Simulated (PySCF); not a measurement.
# C3H9ClTi ([Ti(CH3)3Cl]): the cost of one run

Computed with PySCF 2.14.0, with density-fitted response routines of our own, on a single molecule, in the gas phase or a continuum. Atoms count from 0, in the outputs and in this text.

## (1) The starting structure

14 atoms, charge 0, multiplicity 1; geometry from: GFN2-xTB. The atoms were then displaced at random by about 0.01 Å, so the start is not that level's minimum.

Bonds of the start (Å): C0–Ti1 2.03, Ti1–C2 2.05, Ti1–C3 2.04, Ti1–Cl4 2.17, C0–H5 1.10, C0–H6 1.11, C0–H7 1.13, C2–H8 1.12, C2–H9 1.08, C2–H10 1.11, C3–H11 1.10, C3–H12 1.15, C3–H13 1.08.

## (2) Geometry optimisation at PBE0-D3(BJ)/def2-TZVP

The job: settings as JSON, then the geometry in Å.

```
{"job": {"xc": "PBE0", "basis": "def2-TZVP", "d3": "d3bj", "grid": 2, "shake": 0.01, "kind": "geom"}, "charge": 0, "multiplicity": 1}
C     -1.145010     1.445450    -0.394830
Ti     0.103430     0.160570     0.560860
C      1.809000     0.075300    -0.581420
C     -0.731350    -1.697950     0.448730
Cl     0.506480     0.761640     2.606470
H     -1.370190     1.205110    -1.448550
H     -2.121540     1.511040     0.130910
H     -0.719900     2.491270    -0.394380
H      2.533650    -0.636560    -0.108350
H      1.651020    -0.225970    -1.606080
H      2.312060     1.060990    -0.575350
H     -0.948030    -2.037140    -0.570700
H     -1.755750    -1.686130     0.979030
H     -0.131020    -2.442700     0.945920
```

Command:

```console
OMP_NUM_THREADS=1 python probes_run.py task.json out
```

One launch serves the whole session: the jobs run in the order shown.

Q: Estimate the wall time and peak memory of this first job on 1 thread of Arm Neoverse V1, shared host.

About 3.5 min, with a peak of 1.4 GiB.
